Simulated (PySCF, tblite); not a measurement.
# germane (GeH4): isotopologues and vibrational averages

Aim: rotational constants, zero-point energies and shieldings of isotopologues of germane (GeH4) (`[GeH4]`).

Programs: PySCF 2.14.0 with density-fitted response routines of our own, and tblite 0.8.0. All values are computed, except where a source is named. Atoms count from 0 throughout.

## 1. The starting structure

5 atoms, charge 0, multiplicity 1; geometry from: force field or distance geometry start.

Bonds of the start (Å): Ge0–H1 1.57, Ge0–H2 1.55, Ge0–H3 1.53, Ge0–H4 1.58.

## 2. GFN2-xTB relaxation, lowest of a short conformer search

Job settings and geometry (Å):

```
{"job": {"xc": "GFN2-xTB", "basis": "xTB", "kind": "relax"}, "charge": 0, "multiplicity": 1}
Ge     0.035600    -0.010600    -0.037500
H     -0.967700    -1.085200    -0.596500
H     -0.559000     1.385000    -0.335600
H      1.434100    -0.129500    -0.635800
H      0.091500    -0.148200     1.536700
```

On the command line:

```sh
$ OMP_NUM_THREADS=1 python ens_run.py task.json out
```

The driver reads the study from task.json and runs its stages one after another.

Standard output:

```text
step      E/eV     max force
  0    -107.26873    1.085
  1    -107.31663    0.904
  2    -107.40173    1.014
  3    -107.42100    0.369
  4    -107.42479    0.220
  5    -107.42656    0.070
  6    -107.42675    0.062
  7    -107.42796    0.016
  8    -107.42796    0.008
  9    -107.42796    0.003
```

It took 0.04 s on 1 thread of Intel Xeon Platinum 8488C, shared host.

Relaxing gained 0.159 eV and moved the atoms by 0.07 Å on average (rms).

## 3. Tight optimisation and Hessian

Job settings and geometry (Å):

```
{"job": {"xc": "PBE0", "basis": "pcSseg-2", "grid": 2, "temperatures": [100, 298.15], "kind": "geom"}, "charge": 0, "multiplicity": 1}
Ge     0.006806     0.002345    -0.013706
H     -0.891683    -1.037920    -0.568986
H     -0.535059     1.344405    -0.334856
H      1.357177    -0.140532    -0.608658
H      0.097247    -0.156889     1.457465
```

Standard output:

```text
step   0  E = -56576.7307760 eV  max force = 0.95010
step   1  E = -56576.8176596 eV  max force = 0.19249
step   2  E = -56576.8220991 eV  max force = 0.02070
step   3  E = -56576.8221495 eV  max force = 0.00054
step   4  E = -56576.8221495 eV  max force = 0.00054
step   5  E = -56576.8221496 eV  max force = 0.00009
harmonic wavenumbers (cm-1): 819.4 819.5 819.7 924.8 924.9 2162.3 2167.2 2167.2 2167.3
```

Run time: 98 s. Hardware: 1 thread of Intel Xeon Platinum 8488C, shared host; peak memory 0.51 GiB.

## 4. Displacements along the modes, parent

Job settings and geometry (Å):

```
{"job": {"xc": "PBE0", "basis": "pcSseg-2", "grid": 2, "temperatures": [100, 298.15], "kind": "vib", "mass_numbers": [74, 1, 1, 1, 1]}, "charge": 0, "multiplicity": 1}
Ge     0.006883     0.002292    -0.013746
H     -0.921091    -1.073149    -0.587644
H     -0.552840     1.389444    -0.344744
H      1.401997    -0.145616    -0.629263
H      0.099539    -0.161561     1.506656
```

Standard output:

```text
mode    cm-1    km/mol   phi_rrr   E(+)/cm-1  E(-)/cm-1
  1    819.41    99.75     -36.1     146.41     149.02
  2    819.49    99.72     -46.4     146.06     149.40
  3    819.74    99.74      43.7     149.33     146.19
  4    924.79     0.00     -13.7     166.11     167.10
  5    924.94     0.00     -54.8     164.65     168.60
  6   2162.30     0.01     593.8     411.27     368.55
  7   2167.21   120.00    -481.4     374.41     408.98
  8   2167.25   120.01     -56.9     389.25     393.34
  9   2167.30   120.00    -520.2     373.05     410.40
```

It took 81 s on 1 thread of Intel Xeon Platinum 8488C, shared host; peak memory 0.51 GiB.

## 5. Displacements along the modes, 76Ge at atom 0

Job settings and geometry (Å):

```
{"job": {"xc": "PBE0", "basis": "pcSseg-2", "grid": 2, "temperatures": [100, 298.15], "kind": "vib", "mass_numbers": [76, 1, 1, 1, 1]}, "charge": 0, "multiplicity": 1}
Ge     0.006883     0.002292    -0.013746
H     -0.921091    -1.073149    -0.587644
H     -0.552840     1.389444    -0.344744
H      1.401997    -0.145616    -0.629263
H      0.099539    -0.161561     1.506656
```

Standard output:

```text
mode    cm-1    km/mol   phi_rrr   E(+)/cm-1  E(-)/cm-1
  1    819.02    99.68     -36.2     146.34     148.95
  2    819.10    99.65     -46.4     145.99     149.33
  3    819.35    99.67      43.7     149.26     146.12
  4    924.79     0.00     -13.7     166.11     167.10
  5    924.94     0.00     -54.8     164.65     168.60
  6   2162.30     0.01     593.8     411.27     368.55
  7   2166.76   119.79    -479.3     374.40     408.82
  8   2166.80   119.80     -59.1     389.09     393.34
  9   2166.85   119.79    -521.2     372.93     410.36
```

Wall time 80 s (1 thread of Intel Xeon Platinum 8488C, shared host); peak memory 0.5 GiB.

## 6. Displacements along the modes, 2H at atom 1

Job settings and geometry (Å):

```
{"job": {"xc": "PBE0", "basis": "pcSseg-2", "grid": 2, "temperatures": [100, 298.15], "kind": "vib", "mass_numbers": [74, 2, 1, 1, 1]}, "charge": 0, "multiplicity": 1}
Ge     0.006883     0.002292    -0.013746
H     -0.921091    -1.073149    -0.587644
H     -0.552840     1.389444    -0.344744
H      1.401997    -0.145616    -0.629263
H      0.099539    -0.161561     1.506656
```

Standard output:

```text
mode    cm-1    km/mol   phi_rrr   E(+)/cm-1  E(-)/cm-1
  1    705.96    61.21      -0.6     127.21     127.27
  2    706.09    61.15      -2.9     127.21     127.31
  3    819.32   100.32     -59.0     145.58     149.83
  4    894.48    20.45     -48.7     159.50     163.00
  5    894.75    20.54     -26.0     160.33     162.22
  6   1542.32    42.84    -711.9     253.58     304.72
  7   2163.57    30.65    -684.8     365.77     415.03
  8   2166.82   121.99    -405.4     376.92     406.03
  9   2166.89   122.00     230.2     399.79     383.26
```

Run time: 80 s. Hardware: 1 thread of Intel Xeon Platinum 8488C, shared host; peak memory 0.5 GiB.

## 7. Displacements along the modes, 2H at atom 1, 2H at atom 2, 2H at atom 3

Job settings and geometry (Å):

```
{"job": {"xc": "PBE0", "basis": "pcSseg-2", "grid": 2, "temperatures": [100, 298.15], "kind": "vib", "mass_numbers": [74, 2, 2, 2, 1]}, "charge": 0, "multiplicity": 1}
Ge     0.006883     0.002292    -0.013746
H     -0.921091    -1.073149    -0.587644
H     -0.552840     1.389444    -0.344744
H      1.401997    -0.145616    -0.629263
H      0.099539    -0.161561     1.506656
```

Standard output:

```text
mode    cm-1    km/mol   phi_rrr   E(+)/cm-1  E(-)/cm-1
  1    589.90    51.34      34.6     107.55     105.06
  2    619.36    36.17      26.7     112.61     110.68
  3    619.49    36.16      23.8     112.51     110.81
  4    787.67    33.51     -27.8     141.34     143.32
  5    787.69    33.54      10.8     142.74     141.91
  6   1533.42    15.46     408.2     291.17     261.80
  7   1545.56    61.88     161.2     284.72     273.14
  8   1545.62    61.88     246.8     287.81     270.07
  9   2165.27    94.47    1192.7     435.62     350.02
```

Run time: 81 s. Hardware: 1 thread of Intel Xeon Platinum 8488C, shared host; peak memory 0.5 GiB.

## 8. Displacements along the modes, 2H at atom 1, 2H at atom 2, 2H at atom 3, 2H at atom 4

Job settings and geometry (Å):

```
{"job": {"xc": "PBE0", "basis": "pcSseg-2", "grid": 2, "temperatures": [100, 298.15], "kind": "vib", "mass_numbers": [74, 2, 2, 2, 2]}, "charge": 0, "multiplicity": 1}
Ge     0.006883     0.002292    -0.013746
H     -0.921091    -1.073149    -0.587644
H     -0.552840     1.389444    -0.344744
H      1.401997    -0.145616    -0.629263
H      0.099539    -0.161561     1.506656
```

Standard output:

```text
mode    cm-1    km/mol   phi_rrr   E(+)/cm-1  E(-)/cm-1
  1    589.80    51.32     -21.4     105.51     107.06
  2    589.86    51.31      27.3     107.28     105.31
  3    590.05    51.32     -25.8     105.39     107.25
  4    654.18     0.00      -8.2     117.53     118.12
  5    654.28     0.00     -32.6     116.67     119.01
  6   1529.57     0.00    -353.0     262.95     288.36
  7   1545.00    64.10    -306.7     267.88     289.92
  8   1545.03    64.11      19.3     279.38     278.00
  9   1545.07    64.10    -305.9     267.91     289.89
```

Wall time 81 s (1 thread of Intel Xeon Platinum 8488C, shared host); peak memory 0.5 GiB.

## 9. Displacements along the modes, 2H at atom 1, 2H at atom 2

Job settings and geometry (Å):

```
{"job": {"xc": "PBE0", "basis": "pcSseg-2", "grid": 2, "temperatures": [100, 298.15], "kind": "vib", "mass_numbers": [74, 2, 2, 1, 1]}, "charge": 0, "multiplicity": 1}
Ge     0.006883     0.002292    -0.013746
H     -0.921091    -1.073149    -0.587644
H     -0.552840     1.389444    -0.344744
H      1.401997    -0.145616    -0.629263
H      0.099539    -0.161561     1.506656
```

Standard output:

```text
mode    cm-1    km/mol   phi_rrr   E(+)/cm-1  E(-)/cm-1
  1    615.24    37.32     -37.1     109.59     112.27
  2    654.96    63.46      -0.1     118.05     117.99
  3    768.39    88.11       0.0     138.67     138.73
  4    800.99     0.00       0.6     144.40     144.42
  5    878.99    38.56      68.5     161.05     156.10
  6   1537.71    29.65    -501.0     259.50     295.53
  7   1546.18    59.68      -5.4     278.84     279.23
  8   2164.53    62.12     839.9     421.29     360.92
  9   2166.43   123.98      57.4     393.50     389.38
```

Wall time 81 s (1 thread of Intel Xeon Platinum 8488C, shared host); peak memory 0.49 GiB.

## 10. Displacements along the modes, 76Ge at atom 0, 2H at atom 1

Job settings and geometry (Å):

```
{"job": {"xc": "PBE0", "basis": "pcSseg-2", "grid": 2, "temperatures": [100, 298.15], "kind": "vib", "mass_numbers": [76, 2, 1, 1, 1]}, "charge": 0, "multiplicity": 1}
Ge     0.006883     0.002292    -0.013746
H     -0.921091    -1.073149    -0.587644
H     -0.552840     1.389444    -0.344744
H      1.401997    -0.145616    -0.629263
H      0.099539    -0.161561     1.506656
```

Standard output:

```text
mode    cm-1    km/mol   phi_rrr   E(+)/cm-1  E(-)/cm-1
  1    705.60    61.20      -0.6     127.14     127.20
  2    705.73    61.14      -3.0     127.14     127.24
  3    818.92   100.26     -59.0     145.51     149.76
  4    894.41    20.38     -48.7     159.49     162.98
  5    894.69    20.47     -26.0     160.31     162.21
  6   1541.86    42.69    -711.4     253.51     304.62
  7   2163.46    30.57    -684.8     365.75     415.01
  8   2166.37   121.78    -401.3     376.98     405.80
  9   2166.44   121.79     232.4     399.79     383.10
```

It took 81 s on 1 thread of Intel Xeon Platinum 8488C, shared host; peak memory 0.49 GiB.

## 11. Vibrational averages by isotopologue

Job settings and geometry (Å):

```
{"job": {"xc": "PBE0", "basis": "pcSseg-2", "grid": 2, "temperatures": [100, 298.15], "kind": "iso"}, "charge": 0, "multiplicity": 1}
Ge     0.006883     0.002292    -0.013746
H     -0.921091    -1.073149    -0.587644
H     -0.552840     1.389444    -0.344744
H      1.401997    -0.145616    -0.629263
H      0.099539    -0.161561     1.506656
```

Standard output:

```text
parent
  Be/MHz 80120.804 80119.335 80118.756
  B0/MHz 79346.786 79349.864 79351.38
  ZPE/cm-1 6486.2
  <sigma>(0 K)/ppm 1658.605 27.394 27.393 27.394 27.394
76Ge at atom 0
  Be/MHz 80120.804 80119.335 80118.756
  B0/MHz 79346.895 79349.971 79351.485
  ZPE/cm-1 6485.0
  <sigma>(0 K)/ppm 1658.603 27.394 27.393 27.394 27.394
2H at atom 1
  Be/MHz 80119.801 58496.534 58495.955
  B0/MHz 79484.954 57974.367 57976.21
  ZPE/cm-1 6030.1
  <sigma>(0 K)/ppm 1659.063 27.466 27.403 27.403 27.404
2H at atom 1, 2H at atom 2, 2H at atom 3
  Be/MHz 49475.976 49474.62 40090.567
  B0/MHz 49136.716 49138.094 39768.879
  ZPE/cm-1 5097.0
  <sigma>(0 K)/ppm 1659.844 27.488 27.488 27.488 27.421
2H at atom 1, 2H at atom 2, 2H at atom 3, 2H at atom 4
  Be/MHz 40091.197 40090.462 40090.172
  B0/MHz 39816.63 39817.677 39818.063
  ZPE/cm-1 4621.4
  <sigma>(0 K)/ppm 1660.212 27.499 27.499 27.499 27.499
2H at atom 1, 2H at atom 2
  Be/MHz 64440.646 53439.709 45977.961
  B0/MHz 63987.257 53039.031 45575.224
  ZPE/cm-1 5566.7
  <sigma>(0 K)/ppm 1659.472 27.478 27.478 27.413 27.413
76Ge at atom 0, 2H at atom 1
  Be/MHz 80119.801 58491.499 58490.921
  B0/MHz 79485.157 57969.485 57971.323
  ZPE/cm-1 6028.7
  <sigma>(0 K)/ppm 1659.060 27.466 27.403 27.404 27.404
```

It took 11 min on 1 thread of Intel Xeon Platinum 8488C, shared host; peak memory 0.51 GiB. This counts the whole study up to here.

Rotational constants (MHz) at equilibrium and in the ground state:

| isotopologue | Be | B0 | zero-point change (cm⁻¹) |
| --- | --- | --- | --- |
| parent | 80120.8, 80119.3, 80118.8 | 79346.8, 79349.9, 79351.4 | 0.0 |
| 76Ge at atom 0 | 80120.8, 80119.3, 80118.8 | 79346.9, 79350.0, 79351.5 | -1.2 |
| 2H at atom 1 | 80119.8, 58496.5, 58496.0 | 79485.0, 57974.4, 57976.2 | -456.1 |
| 2H at atom 1, 2H at atom 2, 2H at atom 3 | 49476.0, 49474.6, 40090.6 | 49136.7, 49138.1, 39768.9 | -1389.2 |
| 2H at atom 1, 2H at atom 2, 2H at atom 3, 2H at atom 4 | 40091.2, 40090.5, 40090.2 | 39816.6, 39817.7, 39818.1 | -1864.8 |
| 2H at atom 1, 2H at atom 2 | 64440.6, 53439.7, 45978.0 | 63987.3, 53039.0, 45575.2 | -919.5 |
| 76Ge at atom 0, 2H at atom 1 | 80119.8, 58491.5, 58490.9 | 79485.2, 57969.5, 57971.3 | -457.5 |

Shieldings of the first species (ppm): at equilibrium, the vibrational parts at 0 K, and the averages:

| atom | equilibrium | anharmonic | harmonic | 0 K | 100 K | 298.15 K |
| --- | --- | --- | --- | --- | --- | --- |
| Ge0 | 1663.86 | -4.54 | -0.72 | 1658.61 | 1658.52 | 1658.75 |
| H1 | 27.76 | -0.23 | -0.13 | 27.39 | 27.39 | 27.38 |
| H2 | 27.76 | -0.23 | -0.13 | 27.39 | 27.39 | 27.38 |
| H3 | 27.76 | -0.23 | -0.13 | 27.39 | 27.39 | 27.38 |
| H4 | 27.76 | -0.23 | -0.13 | 27.39 | 27.39 | 27.38 |

Isotope effects on the shieldings at 0 K (ppb; positive means more shielded):

| atom | 76Ge at atom 0 | 2H at atom 1 | 2H at atom 1, 2H at atom 2, 2H at atom 3 | 2H at atom 1, 2H at atom 2, 2H at atom 3, 2H at atom 4 | 2H at atom 1, 2H at atom 2 | 76Ge at atom 0, 2H at atom 1 |
| --- | --- | --- | --- | --- | --- | --- |
| Ge0 | -2 | 458 | 1239 | 1606 | 867 | 455 |
| H1 | 0 | 73 | 95 | 105 | 84 | 73 |
| H2 | 0 | 10 | 95 | 106 | 84 | 10 |
| H3 | 0 | 10 | 95 | 106 | 19 | 10 |
| H4 | 0 | 10 | 27 | 105 | 19 | 10 |

## 12. What came out

```
                   quantity                          value
                point group                             Td
    B0 of the first species  79346.8, 79349.9, 79351.4 MHz
          zero-point energy                      6486 cm⁻¹
zero-point change of σ(Ge0)                      -5.26 ppm
```

What this shows: Zero-point motion changes the shielding of Ge0 most, by -5.26 ppm. The largest secondary isotope effect is 1606 ppb on Ge0, 1 bond from the change (2H at atom 1, 2H at atom 2, 2H at atom 3, 2H at atom 4). Spin-orbit coupling is left out, which matters at and beside the heavy atoms.
